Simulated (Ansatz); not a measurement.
# B2Pb: the cost of one run

Program: Ansatz 0.2.0. Level of theory: the levels named in each step. These are calculated values, not measurements.

## Step 1: The starting structure

Bond lengths: B1–B2 1.475 Å, B1–Pb3 2.671 Å, B2–Pb3 2.126 Å. Angles: B1–B2–Pb3 94.0°, B2–B1–Pb3 52.6°, B1–Pb3–B2 33.4°.

Coordinates:

```xyz
3

B    -2.3600   -0.6982   -0.0101
B    -1.8018    0.6669   -0.0090
Pb    0.2172    0.0016    0.0010
```

## Step 2: A rough first relaxation, PBE-D4/def2-SVPD

input.yaml

```yaml
crystal:
  periodic: [false, false, false]
  atoms:
    - { symbol: B, position_ang: [-2.36001, -0.6982, -0.01012] }
    - { symbol: B, position_ang: [-1.80176, 0.66686, -0.00904] }
    - { symbol: Pb, position_ang: [0.21715, 0.00164, 0.001] }
basis:
  gaussian: { orbitals: def2-SVPD }
hamiltonian:
  xc: pbe
  dispersion: d4
relax:
  f_tol: 0.03
  max_steps: 200
```

Command:

```bash
$ ansatz run input.yaml --threads 4 --pin off --max-ram 10240MiB --backend cpu --events-out ev --progress --plain --runs-dir out
```

What time and memory should one allow on 4 threads of Arm Neoverse V2, shared host?

About 4.1 s, with a peak of 0.12 GiB.
